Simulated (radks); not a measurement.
# Ionisation of Ho: one atom, several choices of relativity

One table from this session's results is given with a row withheld; the runs are named, their logs left out.

Method: Kohn-Sham, PBEsol, spin-unpolarised, spherical densities. Code: radks (a radial shooting solver on a logarithmic mesh, Libxc functionals) version 1.

### What is computed

| Quantity | Value |
| --- | --- |
| element | holmium (Z = 67) |
| charge | 0 |
| electrons | 67 |
| configuration | [Xe] 4f11 6s2 |
| ion | Ho⁺, [Xe] 4f11 6s1 |
| choices | non-relativistic; scalar-relativistic; Dirac, 2j+1 shares; Dirac, low j first; scalar-relativistic, finite nucleus; Dirac, 2j+1 shares, finite nucleus; Dirac, c × 3; Dirac, c × 1.5; Dirac, c × 100 |

Set-up of the first run:

Settings of this run:

```text
Z 67
configuration [Xe] 4f11 6s2
relativity non-relativistic
functional pbe_sol,pbe_sol
spin unpolarised
nucleus point
```

Among the steps run: non-relativistic: Ho.

One table of the session follows, with a row left open; its other results are not shown here.

It belongs to the step «non-relativistic: Ho». From the orbitals of this run (lengths in bohr):

```
level     <r>  outermost maximum (interpolated)  90 % within  nodes
   3d  0.2091                             0.171        0.324      0
   4s  0.5561                             0.517        0.798      3
   4p  0.5679                             0.521        0.826      2
   4d  0.5983                             0.525        0.899      1
   5s   1.382                              1.22         2.00      4
   5p   1.572                              1.34         2.32      3
   4f       ?                                 ?            ?      ?
   6s   4.344                              3.71         6.41      5
```

Q: Estimate the row for 4f from the others.

**Answer.** <r>: 0.8061; outermost maximum (interpolated): 0.514; 90 % within: 1.40; nodes: 0. In the column «<r>» it lies between 4d (0.5983) and 5s (1.382).

Limits of these values: Spin polarisation and multiplet splitting of open shells are left out at every level.
